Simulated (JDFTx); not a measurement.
ZrC:

```
CELL_PARAMETERS angstrom
3.39148 0.00000 0.00000
-1.69574 2.93710 0.00000
0.00000 0.00000 5.29005
ATOMIC_POSITIONS crystal
Zr 0.66667 0.33333 0.75000
Zr 0.33333 0.66667 0.25000
C 0.00000 0.00000 0.50000
C 0.00000 0.00000 0.00000
```

The cell comes from a database or a generator and needn't be the stable form of this composition.

```yaml
Program: JDFTx 1.7.0 (patched build)
Task: single point
Functional: PBEsol
Potentials_or_basis: PseudoDojo-SR-PBEsol-0.4.1-standard with smoothed tails
Cutoff: 1116 eV
Density_cutoff: 8925 eV
k_mesh: 9 × 9 × 5
Occupations: fermi-dirac, width 0.05 eV
Spin: no spin polarisation
```

On this cell: pressure -7.6 GPa; largest force under 0.003 eV/Å; band gap on the k mesh none (metal or under the smearing width).

The same run follows on a disturbed copy (atoms moved at random, drawn with an rms of 0.05 Å):

```xyz
4
Lattice="3.3915 0.0000 0.0000 -1.6957 2.9371 0.0000 0.0000 0.0000 5.2901" Properties=species:S:1:pos:R:3 pbc="T T T"
Zr    1.6564    0.9874    3.9452
Zr    0.0430    2.0016    1.3404
C    -0.0217   -0.0252    2.6505
C     0.0220   -0.0269   -0.0128
```

**Question.** What changes?

**Answer.** The energy (extrapolated to zero smearing) moves by +20.1 meV/atom; pressure -7.0 GPa; largest force 1.271 eV/Å; band gap on the k mesh none (metal or under the smearing width).

Forces in eV/Å, atoms in the order of the input:
```
Zr   0.503 -0.494  0.585
Zr  -0.618 -0.927 -0.611
C    0.242  0.745 -0.082
C   -0.127  0.675  0.108
```

Stress tensor (GPa, compression positive):
```
-7.76 -0.09  0.48
-0.09 -7.58  0.14
 0.48  0.14 -5.53
```

Caveats: the empty levels aren't tightly converged.
